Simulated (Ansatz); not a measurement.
**AlFGaH3OSi: basis-set convergence**

The task here is to estimate one member of a computed series from the others.

Computed with Ansatz 0.2.0, Gaussian basis. Level: one geometry, several basis sets.

Levels to be run: PBE0-D4/def2-SVP; ωB97M-V/def2-SVP; PBE0-D4/def2-QZVPP; ωB97M-V/def2-QZVPP; the functionals' def2-TZVPP values are taken from earlier runs.

### Structure used throughout

An earlier PBE0-D4 in a triple-zeta def2 set relaxation fixed the geometry.

SMILES `F[SiH2][Al]1[O][GaH]1`, 8 atoms, charge 0, spin multiplicity 1.

Atoms are counted from 1 here; the program's logs count them from 0.

Bond lengths: F1–Si2 1.609 Å, Si2–Al3 2.476 Å, Si2–H6 1.489 Å, Si2–H7 1.488 Å, Al3–O4 1.707 Å, Al3–Ga5 2.349 Å, O4–Ga5 1.884 Å, Ga5–H8 1.567 Å. Angles: F1–Si2–Al3 108.7°, F1–Si2–H6 107.6°, F1–Si2–H7 107.6°, Al3–Si2–H6 112.2°, Al3–Si2–H7 112.2°, H6–Si2–H7 108.4°, Si2–Al3–O4 134.3°, Si2–Al3–Ga5 173.2°, O4–Al3–Ga5 52.5°, Al3–O4–Ga5 81.5°, Al3–Ga5–O4 46.0°, Al3–Ga5–H8 165.8°, O4–Ga5–H8 119.8°.

Set-up of the first run:

The input, in.yaml:

```yaml
crystal:
  periodic: [false, false, false]
  atoms:
    - {symbol: F, position_ang: [0.007156, 2.159854, 2.013147]}
    - {symbol: Si, position_ang: [0.670831, 1.739399, 0.608661]}
    - {symbol: Al, position_ang: [-0.236097, -0.461852, -0.071448]}
    - {symbol: O, position_ang: [0.009612, -1.489322, -1.412421]}
    - {symbol: Ga, position_ang: [-1.246394, -2.541897, -0.482488]}
    - {symbol: H, position_ang: [0.351242, 2.807377, -0.377710]}
    - {symbol: H, position_ang: [2.146415, 1.703897, 0.800811]}
    - {symbol: H, position_ang: [-1.702756, -3.917447, -1.078552]}
basis:
  gaussian: {orbitals: def2-SVP}
hamiltonian: {xc: pbe0, dispersion: d4}
output: {orbitals: {seedname: orbitals}}
```

Among the steps run: PBE0-D4 in def2-SVP; ωB97M-V in def2-SVP; PBE0-D4 in def2-QZVPP; ωB97M-V in def2-QZVPP.

One of the session's tables, all rows but one given; the rest of the session is left out.

It belongs to the step «Functionals by basis». 

```
functional       basis  HOMO (eV)  LUMO (eV)
   PBE0-D4    def2-SVP      -6.01      -1.93
   PBE0-D4  def2-TZVPP      -6.01      -2.07
   PBE0-D4  def2-QZVPP      -6.03      -2.11
   ωB97M-V    def2-SVP      -7.87      -0.09
   ωB97M-V  def2-TZVPP      -7.90      -0.31
   ωB97M-V  def2-QZVPP          ?          ?
```

**Question.** Estimate the row for ωB97M-V, def2-QZVPP.

**Answer.** HOMO (eV): -7.93; LUMO (eV): -0.45. In the column «HOMO (eV)» it is the lowest.
